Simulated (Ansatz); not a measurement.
# CH4S2Si: the cost of one run

Computed with Ansatz 0.2.0, Gaussian basis. Level: single points in def2-TZVPP.

Levels: PBE-D4, r2SCAN-D4, PBE0-D4, B3LYP-D4, wB97M-V, Hartree-Fock, MP2, CCSD, CCSD(T). The scan takes 88.0, 92.5, 97.0, 101.5, 106.0, 110.5, 115.0, 119.5, 124.0°.

Cores are frozen in the correlated methods. B3LYP uses VWN-RPA correlation.

105 further runs of the same task are left out: 105 set aside as unsound or not needed.

### Step 1. Starting geometry

SMILES `CS[Si]S`, 8 atoms, charge 0, spin multiplicity 1.

Atoms are counted from 1 here; the program's logs count them from 0.

Bond lengths: C1–S2 1.794 Å, C1–H5 1.151 Å, C1–H6 1.085 Å, C1–H7 1.081 Å, S2–Si3 2.130 Å, Si3–S4 2.092 Å, S4–H8 1.376 Å. Angles: S2–C1–H5 107.6°, S2–C1–H6 112.4°, S2–C1–H7 113.9°, H5–C1–H6 102.5°, H5–C1–H7 106.8°, H6–C1–H7 112.6°, C1–S2–Si3 102.0°, S2–Si3–S4 109.1°, Si3–S4–H8 94.3°.

Geometry (Å):

```mol
CH4S2Si
  3D, bonds by distance, orders not assigned

  8  7  0  0  0  0  0  0  0  0999 V2000
    0.2106    1.2279   -0.3026 C   0  0
   -0.3500    0.4940    1.2349 S   0  0
    0.7278   -1.3426    1.2676 Si  0  0
   -0.0012   -2.5907   -0.2442 S   0  0
   -0.3323    2.2354   -0.4267 H   0  0
   -0.1235    0.6720   -1.1723 H   0  0
    1.2701    1.4390   -0.3255 H   0  0
   -1.3092   -2.1920   -0.0869 H   0  0
  1  2  8  0
  1  5  8  0
  1  6  8  0
  1  7  8  0
  2  3  8  0
  3  4  8  0
  4  8  8  0
M  END
```

### Step 2. A first relaxation in a small basis

pre/in.yaml reads:

```yaml
crystal:
  periodic: [false, false, false]
  atoms:
    - {symbol: C, position_ang: [0.210600, 1.227900, -0.302600]}
    - {symbol: S, position_ang: [-0.350000, 0.494000, 1.234900]}
    - {symbol: Si, position_ang: [0.727800, -1.342600, 1.267600]}
    - {symbol: S, position_ang: [-0.001200, -2.590700, -0.244200]}
    - {symbol: H, position_ang: [-0.332300, 2.235400, -0.426700]}
    - {symbol: H, position_ang: [-0.123500, 0.672000, -1.172300]}
    - {symbol: H, position_ang: [1.270100, 1.439000, -0.325500]}
    - {symbol: H, position_ang: [-1.309200, -2.192000, -0.086900]}
basis:
  gaussian: {orbitals: def2-SVP}
hamiltonian: {xc: pbe, dispersion: d4}
relax: {f_tol: 0.03, max_steps: 250}
```

Command:

```sh
$ ansatz run in.yaml --threads 4 --pin off --events-out ev --progress --plain --max-ram 8704MiB
```

**Question.** How long does this run take on 4 threads of Intel Xeon Platinum 8375C at 2.90GHz, shared host, and how much memory does it need?

About 19 s, with a peak of 0.16 GiB.
